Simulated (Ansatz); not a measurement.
**SiC3: the band gap up the ladder of functionals**

The task here is to estimate one member of a computed series from the others.

The runs shown are made with Ansatz 0.2.0. PAW datasets, plane waves. The calculation is spin-unpolarised, and the structure need not be a phase that has been made.

## The cell

The cell was relaxed beforehand with r2SCAN.

It is trigonal, R3m (No. 160); a = 2.831 Å, c = 14.010 Å in the conventional setting, 8.10 Å³ an atom. Near C stand 3 C at 1.72 Å and 1 Si at 1.89 Å; near C stand 1 C at 1.54 Å and 3 Si at 1.79 Å; near C stand 4 C at 1.54–1.72 Å; near Si stand 4 C at 1.79–1.89 Å.

Structure file:

```cif
data_structure
_symmetry_space_group_name_H-M 'R3m:H'
_symmetry_Int_Tables_number 160
_cell_length_a 2.8309
_cell_length_b 2.8309
_cell_length_c 14.0102
_cell_angle_alpha 90.000
_cell_angle_beta 90.000
_cell_angle_gamma 120.000
_cell_volume 97.23
loop_
_atom_site_label
_atom_site_type_symbol
_atom_site_symmetry_multiplicity
_atom_site_Wyckoff_symbol
_atom_site_fract_x
_atom_site_fract_y
_atom_site_fract_z
_atom_site_occupancy
C1 C 3 a 0.66667 0.33333 0.32510 1
C2 C 3 a 0.33333 0.66667 0.17771 1
C3 C 3 a 0.33333 0.66667 0.28749 1
Si1 Si 3 a 0.00000 0.00000 0.12637 1
```

The first run:

input.yaml reads:

```yaml
crystal:
  lattice:
    - [1.4154339591, 0.8172011772, 4.6700734316]
    - [-1.4154339591, 0.8172011772, 4.6700734316]
    - [0.0, -1.6344023548, 4.6700734315]
  atoms:
    - { symbol: C, position: [1.0082378925, 0.0082378925, 0.0082378925] }
    - { symbol: C, position: [0.4889604674, 0.4889604674, 0.4889604674] }
    - { symbol: C, position: [0.3791724034, 0.3791724034, 0.3791724034] }
    - { symbol: Si, position: [0.8736292368, 0.8736292368, 0.8736292368] }
kpoints:
  mp_grid: { grid: [10, 10, 10] }
  band_path:
    path:
      - [[0.0, 0.0, 0.0], [-0.5, -0.5, -0.5], [-0.5, -0.1870802520395, -0.8129197479605]]
      - [[-0.1870802520395, 0.1870802520395, -0.5], [2.448297896587e-16, 6.813230735521e-17, -0.5], [0.0, 0.0, 0.0], [3.254417203926e-16, 0.3435401260198, -0.3435401260198]]
      - [[-0.3435401260198, 1.031450149371e-16, -0.6564598739802], [-0.5, 5.093766653986e-17, -0.5], [0.0, 0.0, 0.0]]
    npoints: 10
hamiltonian:
  xc: pbe
scf:
  occupations: { method: fermi_dirac, width: 0.02 }
  n_extra_bands: 5
output:
  forces: true
  stress: true
  eigenvalues: true
```

Command:

```
> ansatz run input.yaml --threads 2 --pin off --max-ram 2211MiB --backend cpu --events-out ev --progress --plain --runs-dir out
```

Among the steps run: PBE band path; r2SCAN at the same geometry; Single point with HSE06; Quasiparticle levels, G0W0@PBE; PBE0 at the same geometry.

One table of the session follows, with a row left open; its other results are not shown here.

```
                    level  gap (eV)
                      PBE      1.59
                   r2SCAN      1.84
                    HSE06      2.49
G0W0@PBE (96 empty bands)      2.39
                     PBE0         ?
```

Q: Estimate the row for PBE0 from the others.

As computed: gap (eV): 3.22. In the column «gap (eV)» it is the highest.

Meshes: PBE 10×10×10, r2SCAN 10×10×10, HSE06 8×8×8, PBE0 8×8×8

Against G0W0@PBE, PBE is short by 0.80 eV, at 67 % of it, and r2SCAN 77 %. PBE0 lies 0.73 eV above HSE06, which differs from it by screening the long-range exchange. G0W0 here is at a finite number of bands, screening cutoff and k mesh, not at the basis limit.

Limits of these values: Warnings in the runs' records: stress scf threshold loose, stress exchange threshold loose.
